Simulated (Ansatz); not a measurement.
**C₂H₂OSe (SMILES O=CC=[Se]): single points off equilibrium**

One table from this session's results is given with a row withheld; the runs are named, their logs left out.

Computed with Ansatz 0.2.0, Gaussian basis. Level: single points in def2-TZVPP.

Cores are frozen in the correlated methods. Filled d shells of the heavier atoms are correlated. B3LYP uses VWN-RPA correlation.

## The system as given

SMILES `O=CC=[Se]`, 6 atoms, charge 0, spin multiplicity 1.

Atoms are counted from 1 here; the program's logs count them from 0.

Bond lengths: O1–C2 1.285 Å, C2–C3 1.381 Å, C2–H5 1.015 Å, C3–Se4 1.806 Å, C3–H6 0.924 Å. Angles: O1–C2–C3 125.3°, O1–C2–H5 115.6°, C3–C2–H5 119.1°, C2–C3–Se4 126.0°, C2–C3–H6 121.8°, Se4–C3–H6 111.0°.

Geometry (Å):

```xyz
6
C2H2OSe
O    -0.5656   -1.6187   -0.8391
C    -0.2876   -0.7338    0.0500
C     0.2412    0.5156   -0.2057
Se    0.7885    1.7116    1.0321
H    -0.4843   -0.9992    1.0098
H     0.1860    0.9057   -1.0418
```

Set-up of the first run:

Contents of run/in.yaml:

```yaml
crystal:
  periodic: [false, false, false]
  atoms:
    - {symbol: O, position_ang: [-0.565600, -1.618700, -0.839100]}
    - {symbol: C, position_ang: [-0.287600, -0.733800, 0.050000]}
    - {symbol: C, position_ang: [0.241200, 0.515600, -0.205700]}
    - {symbol: Se, position_ang: [0.788500, 1.711600, 1.032100]}
    - {symbol: H, position_ang: [-0.484300, -0.999200, 1.009800]}
    - {symbol: H, position_ang: [0.186000, 0.905700, -1.041800]}
basis:
  gaussian: {orbitals: def2-TZVPP}
correlation: {method: ccsd_t}
output: {forces: true}
```

No record of the launch command was kept for these runs.

Steps of the session up to this table: CCSD(T)/def2-TZVPP; PBE0-D4/def2-TZVPP; wB97M-V/def2-TZVPP; r2SCAN-D4/def2-TZVPP; PBE-D4/def2-TZVPP; B3LYP-D4/def2-TZVPP; LC-wPBE/def2-TZVPP.

One table of the session follows, with a row left open; its other results are not shown here.

```
   method  RMS force component (eV/Å)  angle to CCSD(T) forces (°)  dipole (D)
  CCSD(T)                       3.350                    reference        1.85
  PBE0-D4                           ?                            ?           ?
  wB97M-V                       3.601                          6.4        2.11
r2SCAN-D4                       3.378                          3.5        1.84
   PBE-D4                       3.343                          5.6        1.90
 B3LYP-D4                       3.379                          3.2        2.06
  LC-wPBE                       3.799                          8.6        2.19
```

Q: Estimate the row for PBE0-D4 from the others.

As computed: RMS force component (eV/Å): 3.552; angle to CCSD(T) forces (°): 4.7; dipole (D): 2.03. In the column «RMS force component (eV/Å)» it lies between B3LYP-D4 (3.379) and wB97M-V (3.601).
